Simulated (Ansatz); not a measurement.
# EuAgSb (P6_3/mmc) in Ansatz: equation of state, part 2 of 2

Ansatz 0.2.0. Earlier steps stand in the parts before.

**4. Single point, PBEsol, collinear spin, ferromagnetic start, 26.49 Å³/atom (volume scaled by 0.98)**

input.yaml reads:

```yaml
crystal:
  lattice:
    - [4.7230862867, 0.0, 0.0]
    - [-2.3615431434, 4.0903127086, 0.0]
    - [0.0, 0.0, 8.2274077209]
  atoms:
    - { symbol: Eu, position: [0.0, 0.0, 0.5], spin: 7.0 }
    - { symbol: Eu, position: [0.0, 0.0, 0.0], spin: 7.0 }
    - { symbol: Sb, position: [0.6666666667, 0.3333333333, 0.75] }
    - { symbol: Sb, position: [0.3333333333, 0.6666666667, 0.25] }
    - { symbol: Ag, position: [0.6666666667, 0.3333333333, 0.25] }
    - { symbol: Ag, position: [0.3333333333, 0.6666666667, 0.75] }
hamiltonian:
  xc: pbesol
  pseudopotentials: { kind: paw }
magnetization:
  spin_polarized: true
kpoints:
  mp_grid: { grid: [7, 7, 4] }
scf:
  occupations: { method: fermi_dirac, width: 0.05 }
output:
  forces: true
  stress: true
  eigenvalues: true
  write_density: true
  write_potential: true
  elf: true
  volumetric_format: npy
```

Potentials or basis: Ansatz PAW.

Launch:

```console
> ansatz run input.yaml --threads 2 --pin off --max-ram 5632MiB --backend cpu --events-out ev --progress --plain --runs-dir out
```

The program printed:

```text
Warning: RAYON_NUM_THREADS=2 ignored (pool sized by the plan → 2); use --threads N
Engine: ansatz 0.2.0, aarch64-unknown-linux-gnu
Pseudopotentials: kind: paw
Pseudopotential: Eu, paw, valence charge 17, recommended cutoff 420 eV (normal), Eu.paw.azcp
Pseudopotential: Sb, paw, valence charge 15, recommended cutoff 420 eV (normal), Sb.paw.azcp
Pseudopotential: Ag, paw, valence charge 19, recommended cutoff 420 eV (normal), Ag.paw.azcp
Functional definition: PBEsol
  exchange = pbesol_x
  correlation = pbesol_c
Crystal: 6 atoms, lattice volume = 158.944 Å³
Basis set: ecut = 420 eV, 3069 PW (Γ), exchange–correlation on 64×64×120 points (8 copies of the dense FFT grid, shifted against one another)
Bands: 70, of which v1, the nominal top of the filled ones, is band 51 counted from 1 (50 counted from 0)
Symmetry: 24 space group operations
Space group: P63/mmc (ITA 194), of the structure as read, at distance tolerance 5.4e-5 Å
[... 49 lines left out ...]
  E_nonlocal   = 1844.521288
  E_hartree    = 5466.573090
  E_xc         = -996.469022
  E_vxc        = -1069.832671  (∫ρ·V_xc dr)
  E_paw        = -29245.634245  (= ΣΔE_a)
  E_vpaw       = -2263.625393  (= ΣTr[D̂ρ^β])
  E_aug_tail   = 0.000590  (compensation charges beyond the density's cutoff)
  E_ewald      = -11916.560740
  E_core_change = 2.482854  (= ΣΔE_core)
  E_smearing   = -0.027783  (= −TS)
  E_closure    = 0.000000  (closes the sum)
  Σ components = -45194.055449   (vs F -45194.055449, Δ=0.00e0)
--- Forces (eV/Å), atoms counted from 1 ---
  atom   1  Eu    -0.00000000    -0.00000000     0.00000000
  atom   2  Eu    -0.00000000    -0.00000000    -0.00000000
  atom   3  Sb    -0.00000000     0.00000000    -0.00000000
  atom   4  Sb     0.00000000    -0.00000000     0.00000000
  atom   5  Ag    -0.00000000     0.00000000    -0.00000000
  atom   6  Ag     0.00000000    -0.00000000     0.00000000
  max |Σ_I F_I| component: 7.40e-17 eV/Å
--- Stress (GPa, compression-positive) ---
       -1.445380       0.000000       0.000000
        0.000000      -1.445380       0.000000
        0.000000       0.000000      -2.228457
  P = ⅓ Tr σ = -1.7064 GPa (-17.064 kbar)
--- Band table (eV; the first three rows and the last of 48) ---
  k-point 0 ↑: bands = ["-80.0751", "-80.0751", "-43.6013", "-43.6013", "-43.6013", "-43.6013", "-43.5283", "-43.5282", "-28.8590", "-28.8531", "-16.1604", "-16.1604", "-16.1600", "-16.1600", "-16.1050", "-16.1050", "-16.1048", "-16.1048", "-16.0894", "-16.0891", "-7.7866", "-7.6110", "-7.6110", "-7.6038", "-7.5925", "-7.5925", "2.0455", "2.7537", "6.5928", "6.5928", "6.7454", "6.7454", "7.3551", "7.3551", "7.4180", "7.5243", "7.5243", "7.8987", "8.1618", "11.3235", "11.3235", "11.4529", "11.8536", "11.8536", "12.0109", "12.1998", "12.1998", "12.2002", "12.2109", "12.2658", "12.2658", "12.2824", "12.2824", "12.2892", "12.2914", "12.5975", "12.7214", "13.2147", "13.2147", "13.2424", "13.3766", "13.4444", "13.4444", "14.3406", "14.3406", "15.8573", "15.8573", "16.4284", "16.4284", "16.8285"]
  k-point 1 ↑: bands = ["-80.0751", "-80.0751", "-43.6013", "-43.6013", "-43.6013", "-43.6013", "-43.5283", "-43.5282", "-28.8582", "-28.8540", "-16.1603", "-16.1603", "-16.1601", "-16.1601", "-16.1050", "-16.1050", "-16.1048", "-16.1048", "-16.0893", "-16.0891", "-7.7605", "-7.6313", "-7.6083", "-7.6083", "-7.5952", "-7.5952", "2.1390", "2.6376", "6.6151", "6.6151", "6.7230", "6.7230", "7.3780", "7.3780", "7.4196", "7.4973", "7.4973", "7.6048", "8.7848", "10.8681", "11.4208", "11.4208", "11.8065", "11.8065", "12.0349", "12.1883", "12.2068", "12.2078", "12.2078", "12.2637", "12.2637", "12.2895", "12.2911", "12.3021", "12.3021", "12.3506", "12.8099", "12.8448", "12.8448", "13.3442", "13.6301", "13.6301", "14.1404", "14.9275", "14.9275", "15.0022", "15.0022", "16.0880", "16.5378", "17.0039"]
  k-point 2 ↑: bands = ["-80.0751", "-80.0751", "-43.6013", "-43.6013", "-43.6013", "-43.6013", "-43.5283", "-43.5283", "-28.8561", "-28.8561", "-16.1602", "-16.1602", "-16.1602", "-16.1602", "-16.1049", "-16.1049", "-16.1049", "-16.1049", "-16.0892", "-16.0892", "-7.6966", "-7.6966", "-7.6017", "-7.6017", "-7.6017", "-7.6017", "2.3772", "2.3772", "6.6690", "6.6690", "6.6690", "6.6690", "7.4356", "7.4356", "7.4356", "7.4356", "7.4529", "7.4529", "9.7889", "9.7889", "11.6408", "11.6408", "11.6408", "11.6408", "12.1052", "12.1052", "12.2312", "12.2312", "12.2312", "12.2312", "12.2326", "12.2326", "12.2903", "12.2903", "12.4579", "12.4579", "12.4579", "12.4579", "13.1616", "13.1616", "14.1620", "14.1620", "14.1620", "14.1620", "15.1597", "15.1597", "15.9815", "15.9815", "15.9815", "15.9815"]
  k-point 23 ↓: bands = ["-80.0754", "-80.0754", "-43.6025", "-43.6025", "-43.6024", "-43.6024", "-43.5273", "-43.5273", "-25.7940", "-25.7940", "-16.1709", "-16.1709", "-16.1699", "-16.1699", "-16.1161", "-16.1161", "-16.1159", "-16.1159", "-16.0984", "-16.0984", "-5.3978", "-5.3978", "-5.3905", "-5.3905", "-5.3651", "-5.3651", "3.0235", "3.0235", "7.0113", "7.0113", "7.2319", "7.2319", "7.2776", "7.2776", "7.4357", "7.4357", "7.7352", "7.7352", "8.4123", "8.4123", "9.4253", "9.4253", "11.2683", "11.2683", "13.2624", "13.2624", "15.3905", "15.3905", "15.8681", "15.8681", "16.3135", "16.3135", "16.7276", "16.7276", "16.7697", "16.7697", "16.8520", "16.8520", "16.8990", "16.8990", "16.9808", "16.9808", "17.0111", "17.0111", "17.1506", "17.1506", "17.3378", "17.3378", "17.9703", "17.9703"]
```

rho_z.tsv:

```text
# z_ang	rho[e/angstrom^3]	rho_spin[e/angstrom^3]
# format = ansatz-planar-average/11
# lattice	4.723086287	0.000000000	0.000000000
# lattice	-2.361543143	4.090312709	0.000000000
# lattice	0.000000000	0.000000000	8.227407721
# sites	6
# site	63	0.000000000	0.000000000	4.113703860
# site	63	0.000000000	0.000000000	0.000000000
# site	51	2.361543143	1.363437570	6.170555791
# site	51	-0.000000000	2.726875139	2.056851930
# site	47	2.361543143	1.363437570	2.056851930
# site	47	-0.000000000	2.726875139	6.170555791
0.000000	7.829858e-1	4.738456e-1
0.137123	7.392980e-1	4.230820e-1
0.274247	6.275867e-1	3.023231e-1
0.411370	4.904952e-1	1.758870e-1
0.548494	3.658164e-1	8.750894e-2
0.685617	2.733658e-1	4.129576e-2
[... 52 lines left out ...]
7.953161	6.275867e-1	3.023231e-1
8.090284	7.392980e-1	4.230820e-1
```

Run time: 36 s. Hardware: 2 threads of Arm Neoverse V2, shared host; peak memory 0.74 GiB.

What came out:

```yaml
Free_energy: -45194.0554 eV
Pressure: -1.7 GPa
Band_gap_on_the_k_mesh: none (metal or under the smearing width)
Net_moment: 14.00 μB per cell
Absolute_moment: 14.24 μB per cell
Site_moments: Eu +6.84; Sb -0.04; Ag +0.00 μB
```

Caveat: spin-orbit coupling is left out, which moves the levels of the heavy elements; without U or exact exchange the open f shell lies at the Fermi level, which spoils levels, moments and volumes; the PAW data sets come from PBE, with cores solved anew for the run's functional, which leaves a small shift of forces and pressure.

**5. Single point, PBEsol, collinear spin, ferromagnetic start, 27.03 Å³/atom**

input.yaml, as its differences from that of step 4:

```diff
@@ -2,5 +2,5 @@
   lattice:
-    - [4.7230862867, 0.0, 0.0]
-    - [-2.3615431434, 4.0903127086, 0.0]
-    - [0.0, 0.0, 8.2274077209]
+    - [4.755, 0.0, 0.0]
+    - [-2.3775, 4.117950795, 0.0]
+    - [0.0, 0.0, 8.283]
   atoms:
```

Launch:

```console
> ansatz run input.yaml --threads 2 --pin off --max-ram 5632MiB --backend cpu --events-out ev --progress --plain --runs-dir out
```

Run time: 37 s. Hardware: 2 threads of Arm Neoverse V2, shared host; peak memory 0.74 GiB.

The run converged. Its results:

- Free energy: -45194.0108 eV
- Pressure: -2.7 GPa
- Band gap on the k mesh: none (metal or under the smearing width)
- Net moment: 14.00 μB per cell
- Absolute moment: 14.24 μB per cell
- Site moments: Eu +6.85; Sb -0.04; Ag +0.00 μB

Caveat: spin-orbit coupling is left out, which moves the levels of the heavy elements; without U or exact exchange the open f shell lies at the Fermi level, which spoils levels, moments and volumes; the PAW data sets come from PBE, with cores solved anew for the run's functional, which leaves a small shift of forces and pressure.

**6. Single point, PBEsol, collinear spin, ferromagnetic start, 27.57 Å³/atom (volume scaled by 1.02)**

input.yaml, as its differences from that of step 5:

```diff
@@ -2,5 +2,5 @@
   lattice:
-    - [4.755, 0.0, 0.0]
-    - [-2.3775, 4.117950795, 0.0]
-    - [0.0, 0.0, 8.283]
+    - [4.786490984, 0.0, 0.0]
+    - [-2.393245492, 4.1452227871, 0.0]
+    - [0.0, 0.0, 8.3378559033]
   atoms:
@@ -25,5 +25 @@
   eigenvalues: true
-  write_density: true
-  write_potential: true
-  elf: true
-  volumetric_format: npy
```

Potentials or basis: Ansatz PAW.

Launch:

```console
> ansatz run input.yaml --threads 2 --pin off --max-ram 5632MiB --backend cpu --events-out ev --progress --plain --runs-dir out
```

Run time: 31 s. Hardware: 2 threads of Arm Neoverse V2, shared host; peak memory 0.76 GiB.

Results (log left out):

- Free energy: -45193.9473 eV
- Pressure: -3.6 GPa
- Band gap on the k mesh: none (metal or under the smearing width)
- Net moment: 13.99 μB per cell
- Absolute moment: 14.24 μB per cell
- Site moments: Eu +6.86; Sb -0.04; Ag +0.00 μB

Caveat: spin-orbit coupling is left out, which moves the levels of the heavy elements; without U or exact exchange the open f shell lies at the Fermi level, which spoils levels, moments and volumes; the PAW data sets come from PBE, with cores solved anew for the run's functional, which leaves a small shift of forces and pressure.

**7. Single point, PBEsol, collinear spin, ferromagnetic start, 28.11 Å³/atom (volume scaled by 1.04)**

input.yaml, as its differences from that of step 6:

```diff
@@ -2,5 +2,5 @@
   lattice:
-    - [4.786490984, 0.0, 0.0]
-    - [-2.393245492, 4.1452227871, 0.0]
-    - [0.0, 0.0, 8.3378559033]
+    - [4.8175729652, 0.0, 0.0]
+    - [-2.4087864826, 4.1721405724, 0.0]
+    - [0.0, 0.0, 8.3919993418]
   atoms:
@@ -25 +25,5 @@
   eigenvalues: true
+  write_density: true
+  write_potential: true
+  elf: true
+  volumetric_format: npy
```

Launch:

```console
> ansatz run input.yaml --threads 2 --pin off --max-ram 5632MiB --backend cpu --events-out ev --progress --plain --runs-dir out
```

It took 38 s on 2 threads of Arm Neoverse V2, shared host; peak memory 0.78 GiB.

It converged, with:

* Free energy: -45193.8674 eV
* Pressure: -4.3 GPa
* Band gap on the k mesh: none (metal or under the smearing width)
* Net moment: 13.99 μB per cell
* Absolute moment: 14.24 μB per cell
* Site moments: Eu +6.87; Sb -0.04; Ag +0.00 μB

Caveat: spin-orbit coupling is left out, which moves the levels of the heavy elements; without U or exact exchange the open f shell lies at the Fermi level, which spoils levels, moments and volumes; the PAW data sets come from PBE, with cores solved anew for the run's functional, which leaves a small shift of forces and pressure.

**8. Single point, PBEsol, collinear spin, ferromagnetic start, 28.65 Å³/atom (volume scaled by 1.06)**

input.yaml, as its differences from that of step 7:

```diff
@@ -2,5 +2,5 @@
   lattice:
-    - [4.8175729652, 0.0, 0.0]
-    - [-2.4087864826, 4.1721405724, 0.0]
-    - [0.0, 0.0, 8.3919993418]
+    - [4.8482589706, 0.0, 0.0]
+    - [-2.4241294853, 4.1987154327, 0.0]
+    - [0.0, 0.0, 8.4454530081]
   atoms:
```

Launch:

```console
> ansatz run input.yaml --threads 2 --pin off --max-ram 5632MiB --backend cpu --events-out ev --progress --plain --runs-dir out
```

Run time: 38 s. Hardware: 2 threads of Arm Neoverse V2, shared host; peak memory 0.78 GiB.

The run converged. Its results:

```yaml
Free_energy: -45193.7729 eV
Pressure: -5.0 GPa
Band_gap_on_the_k_mesh: none (metal or under the smearing width)
Net_moment: 13.99 μB per cell
Absolute_moment: 14.25 μB per cell
Site_moments: Eu +6.87; Sb -0.04; Ag +0.00 μB
```

Caveat: spin-orbit coupling is left out, which moves the levels of the heavy elements; without U or exact exchange the open f shell lies at the Fermi level, which spoils levels, moments and volumes; the PAW data sets come from PBE, with cores solved anew for the run's functional, which leaves a small shift of forces and pressure.

**9. Equation of state, PBEsol, collinear spin, ferromagnetic start**

Potentials or basis: Ansatz PAW.

No new run: the results of the series are fitted here.

What came out:

| Property | Result |
| --- | --- |
| Equilibrium volume | 25.69 Å³/atom |
| Bulk modulus at fixed shape and positions | 60 GPa |
| Pressure derivative of the bulk modulus | 5.0 |

Energy against volume, from the lowest point:
```csv
volume (Å³/atom),energy (meV/atom)
25.409,0.10
25.950,0.00
26.491,3.91
27.031,11.36
27.572,21.94
28.113,35.25
28.653,51.00
```

Caveat: the cell was scaled at fixed shape and fractional positions, which overstates the stiffness of a crystal with free parameters, most of all of layers and chains; spin-orbit coupling is left out, which moves the levels of the heavy elements; without U or exact exchange the open f shell lies at the Fermi level, which spoils levels, moments and volumes. The state reached can hang on the start; a lower one may exist.
